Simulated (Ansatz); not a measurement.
# CH₆ClO₂ScSi: a ladder of functionals and wavefunction methods

The task here is to estimate one member of a computed series from the others.

Method: functionals in def2-TZVPP, the program's frozen cores in correlated methods; program: Ansatz 0.2.0, Gaussian basis.

The runs, in order: LDA (SPW92), PBE-D4, revPBE-D4, BLYP-D4, r2SCAN-D4, B97M-V, PBE0-D4, B3LYP-D4, r2SCANh-D4, r2SCAN0-D4, HSE06-D4, BHLYP-D4, CAM-B3LYP-D4, LC-ωPBE, ωB97X-V, ωB97M-V, B2PLYP, PBE-QIDH; CCSD(T)/def2-SVP; CCSD(T)/def2-TZVPP; MP2/def2-QZVPP; extrapolation to the limit; RPA on PBE.

## Structure used throughout

The geometry comes from an earlier relaxation with PBE0-D4 in a triple-zeta def2 set; it is a stationary point, not always the lowest conformer.

12 atoms, charge 0, spin multiplicity 1.

Atoms are counted from 1 here; the program's logs count them from 0.

Bond lengths: C1–O2 1.390 Å, C1–H7 1.096 Å, C1–H8 1.095 Å, C1–H9 1.095 Å, O2–Sc3 1.837 Å, Sc3–Cl4 2.322 Å, Sc3–O5 1.880 Å, O5–Si6 1.632 Å, Si6–H10 1.488 Å, Si6–H11 1.489 Å, Si6–H12 1.489 Å. Angles: O2–C1–H7 111.0°, O2–C1–H8 110.5°, O2–C1–H9 110.5°, H7–C1–H8 108.4°, H7–C1–H9 108.4°, H8–C1–H9 108.0°, C1–O2–Sc3 175.5°, O2–Sc3–Cl4 120.7°, O2–Sc3–O5 118.2°, Cl4–Sc3–O5 121.0°, Sc3–O5–Si6 176.5°, O5–Si6–H10 110.6°, O5–Si6–H11 110.2°, O5–Si6–H12 110.2°, H10–Si6–H11 108.7°, H10–Si6–H12 108.6°, H11–Si6–H12 108.6°.

Geometry (Å):

```xyz
12
charge 0, multiplicity 1
C    -2.28618    1.56108    0.70701
O    -1.48889    0.42445    0.76831
Sc   -0.34603   -1.01353    0.75482
Cl   -0.79783   -2.90119    2.03001
O     1.19484   -0.91567   -0.31831
Si    2.50379   -0.73970   -1.27669
H    -1.86897    2.29514    0.00887
H    -3.29727    1.30360    0.37386
H    -2.36398    2.02932    1.69409
H     3.34462   -1.96643   -1.24310
H     3.32495    0.41375   -0.81659
H     2.08093   -0.49082   -2.68229
```

The first run:

in.yaml reads:

```yaml
crystal:
  periodic: [false, false, false]
  atoms:
    - {symbol: C, position_ang: [-2.286176, 1.561080, 0.707011]}
    - {symbol: O, position_ang: [-1.488885, 0.424447, 0.768309]}
    - {symbol: Sc, position_ang: [-0.346032, -1.013530, 0.754825]}
    - {symbol: Cl, position_ang: [-0.797833, -2.901190, 2.030005]}
    - {symbol: O, position_ang: [1.194843, -0.915671, -0.318312]}
    - {symbol: Si, position_ang: [2.503787, -0.739699, -1.276687]}
    - {symbol: H, position_ang: [-1.868971, 2.295139, 0.008875]}
    - {symbol: H, position_ang: [-3.297273, 1.303601, 0.373862]}
    - {symbol: H, position_ang: [-2.363982, 2.029319, 1.694089]}
    - {symbol: H, position_ang: [3.344624, -1.966433, -1.243101]}
    - {symbol: H, position_ang: [3.324953, 0.413751, -0.816590]}
    - {symbol: H, position_ang: [2.080934, -0.490824, -2.682286]}
basis:
  gaussian: {orbitals: def2-TZVPP}
hamiltonian: {xc: lda}
output: {orbitals: {seedname: orbitals}}
```

The run is started by

```console
ansatz run in.yaml --threads 2 --pin off --events-out ev --progress --plain --max-ram 32768MiB --backend cuda --devices 0, --max-vram 18GiB
```

Steps of the session up to this table: LDA; PBE-D4 (GGA); revPBE-D4 (GGA); BLYP-D4 (GGA); r2SCAN-D4 (meta-GGA); B97M-V (meta-GGA); B3LYP-D4 (hybrid); r2SCANh-D4 (hybrid); r2SCAN0-D4 (hybrid); HSE06-D4 (hybrid); BHLYP-D4 (hybrid); CAM-B3LYP-D4 (range-separated); LC-ωPBE (range-separated); ωB97X-V (range-separated); ωB97M-V (range-separated); B2PLYP (double hybrid); PBE-QIDH (double hybrid).

One table of the session follows, with a row left open; its other results are not shown here.

It belongs to the step «Frontier levels by functional». 

```
  functional  HOMO (eV)  LUMO (eV)  gap (eV)
 LDA (SPW92)          ?          ?         ?
      PBE-D4      -6.82      -3.09      3.73
   revPBE-D4      -6.77      -2.96      3.81
     BLYP-D4      -6.72      -3.10      3.61
   r2SCAN-D4      -7.15      -2.81      4.34
      B97M-V      -7.26      -3.01      4.25
     PBE0-D4      -8.29      -2.17      6.12
    B3LYP-D4      -8.05      -2.55      5.50
  r2SCANh-D4      -7.70      -2.47      5.22
  r2SCAN0-D4      -8.52      -1.98      6.54
    HSE06-D4      -7.89      -2.55      5.34
    BHLYP-D4      -9.66      -1.45      8.21
CAM-B3LYP-D4      -9.70      -1.35      8.35
     LC-ωPBE     -11.05      -0.03     11.02
     ωB97X-V     -10.71      -0.25     10.46
     ωB97M-V     -10.61      -0.61     10.00
```

**Question.** Estimate the row for LDA (SPW92).

**Answer.** HOMO (eV): -6.97; LUMO (eV): -3.31; gap (eV): 3.66. In the column «HOMO (eV)» it lies between r2SCAN-D4 (-7.15) and PBE-D4 (-6.82).
